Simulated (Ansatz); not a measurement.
# C₇H₆O₅SW: a ladder of functionals and wavefunction methods

The task here is to estimate one member of a computed series from the others.

The runs use Ansatz 0.2.0, Gaussian basis; functionals in def2-TZVPP, the program's frozen cores in correlated methods.

The runs, in order: LDA (SPW92), PBE-D4, revPBE-D4, BLYP-D4, r2SCAN-D4, B97M-V, PBE0-D4, B3LYP-D4, r2SCANh-D4, r2SCAN0-D4, HSE06-D4, BHLYP-D4, CAM-B3LYP-D4, LC-ωPBE, ωB97X-V, ωB97M-V, B2PLYP, PBE-QIDH; CCSD(T)/def2-SVP; CCSD(T)/def2-TZVPP; MP2/def2-QZVPP; extrapolation to the limit; RPA on PBE.

## The geometry

All runs share one geometry, relaxed beforehand with PBE0-D4 in a triple-zeta def2 set. W takes the def2 core potential; no spin-orbit term is included.

SMILES `C[S+](C)[W-6]([C]#[O+])([C]#[O+])([C]#[O+])([C]#[O+])[C]#[O+]`, 20 atoms, charge 0, spin multiplicity 1.

Atoms are counted from 1 here; the program's logs count them from 0.

Bond lengths: C1–S2 1.798 Å, C1–H15 1.089 Å, C1–H16 1.091 Å, C1–H17 1.090 Å, S2–C3 1.798 Å, S2–W4 2.555 Å, C3–H18 1.089 Å, C3–H19 1.091 Å, C3–H20 1.090 Å, W4–C5 2.048 Å, W4–C7 2.048 Å, W4–C9 2.044 Å, W4–C11 1.995 Å, W4–C13 2.055 Å, C5–O6 1.142 Å, C7–O8 1.142 Å, C9–O10 1.143 Å, C11–O12 1.146 Å and more. Angles: S2–C1–H15 107.3°, S2–C1–H16 109.3°, S2–C1–H17 110.8°, H15–C1–H16 109.3°, H15–C1–H17 109.5°, H16–C1–H17 110.5°, C1–S2–C3 99.1°, C1–S2–W4 108.7°, C3–S2–W4 108.7°, S2–C3–H18 107.3°, S2–C3–H19 109.3°, S2–C3–H20 110.8°, H18–C3–H19 109.3°, H18–C3–H20 109.5°, H19–C3–H20 110.5°, S2–W4–C5 91.1°, S2–W4–C7 91.1°, S2–W4–C9 90.8° and more.

Set-up of the first run:

File in.yaml:

```yaml
crystal:
  periodic: [false, false, false]
  atoms:
    - {symbol: C, position_ang: [-1.865179, -0.022170, 1.630006]}
    - {symbol: S, position_ang: [-1.319527, -0.678679, 0.047886]}
    - {symbol: C, position_ang: [-0.737204, -2.288953, 0.595383]}
    - {symbol: W, position_ang: [0.684398, 0.686437, -0.757690]}
    - {symbol: C, position_ang: [-0.132639, 2.405017, -0.001042]}
    - {symbol: O, position_ang: [-0.566604, 3.377094, 0.413166]}
    - {symbol: C, position_ang: [1.558349, -0.988420, -1.547997]}
    - {symbol: O, position_ang: [2.067290, -1.907664, -1.996082]}
    - {symbol: C, position_ang: [1.652034, 0.361295, 1.012961]}
    - {symbol: O, position_ang: [2.199392, 0.183413, 2.001048]}
    - {symbol: C, position_ang: [2.234676, 1.757849, -1.413519]}
    - {symbol: O, position_ang: [3.129047, 2.372096, -1.783305]}
    - {symbol: C, position_ang: [-0.284853, 1.015590, -2.539157]}
    - {symbol: O, position_ang: [-0.802338, 1.212230, -3.536041]}
    - {symbol: H, position_ang: [-2.249776, 0.980679, 1.449502]}
    - {symbol: H, position_ang: [-2.664831, -0.649817, 2.025232]}
    - {symbol: H, position_ang: [-1.034743, 0.028040, 2.334523]}
    - {symbol: H, position_ang: [-0.361620, -2.813310, -0.282217]}
    - {symbol: H, position_ang: [-1.570647, -2.848900, 1.021317]}
    - {symbol: H, position_ang: [0.064748, -2.181837, 1.326034]}
basis:
  gaussian: {orbitals: def2-TZVPP}
hamiltonian: {xc: lda}
output: {orbitals: {seedname: orbitals}}
```

Started as:

```bash
$ ansatz run in.yaml --threads 10 --pin off --events-out ev --progress --plain --max-ram 110592MiB --backend cuda --devices 0, --max-vram 75GiB
```

Steps of the session up to this table: LDA; PBE-D4 (GGA); revPBE-D4 (GGA); BLYP-D4 (GGA); r2SCAN-D4 (meta-GGA); B97M-V (meta-GGA); B3LYP-D4 (hybrid); r2SCANh-D4 (hybrid); r2SCAN0-D4 (hybrid); HSE06-D4 (hybrid); BHLYP-D4 (hybrid); CAM-B3LYP-D4 (range-separated); LC-ωPBE (range-separated); ωB97X-V (range-separated); ωB97M-V (range-separated); B2PLYP (double hybrid); PBE-QIDH (double hybrid).

One table of the session follows, with a row left open; its other results are not shown here.

It belongs to the step «Orbital energies across the functionals». 

| functional | HOMO (eV) | LUMO (eV) | gap (eV) |
| --- | --- | --- | --- |
| LDA (SPW92) | -5.68 | -2.90 | 2.77 |
| PBE-D4 | -5.41 | -2.60 | 2.82 |
| revPBE-D4 | ? | ? | ? |
| BLYP-D4 | -5.24 | -2.46 | 2.78 |
| r2SCAN-D4 | -5.57 | -2.51 | 3.05 |
| B97M-V | -5.45 | -2.43 | 3.02 |
| PBE0-D4 | -6.24 | -1.81 | 4.43 |
| B3LYP-D4 | -6.07 | -2.01 | 4.07 |
| r2SCANh-D4 | -5.89 | -2.22 | 3.67 |
| r2SCAN0-D4 | -6.38 | -1.77 | 4.61 |
| HSE06-D4 | -5.88 | -2.17 | 3.70 |
| BHLYP-D4 | -6.94 | -0.88 | 6.06 |
| CAM-B3LYP-D4 | -7.23 | -0.80 | 6.43 |
| LC-ωPBE | -8.18 | 0.25 | 8.43 |
| ωB97X-V | -7.98 | 0.22 | 8.20 |
| ωB97M-V | -7.96 | 0.14 | 8.11 |

Q: Estimate the row for revPBE-D4 from the others.

The run gave: HOMO (eV): -5.32; LUMO (eV): -2.48; gap (eV): 2.84. In the column «HOMO (eV)» it lies between PBE-D4 (-5.41) and BLYP-D4 (-5.24).
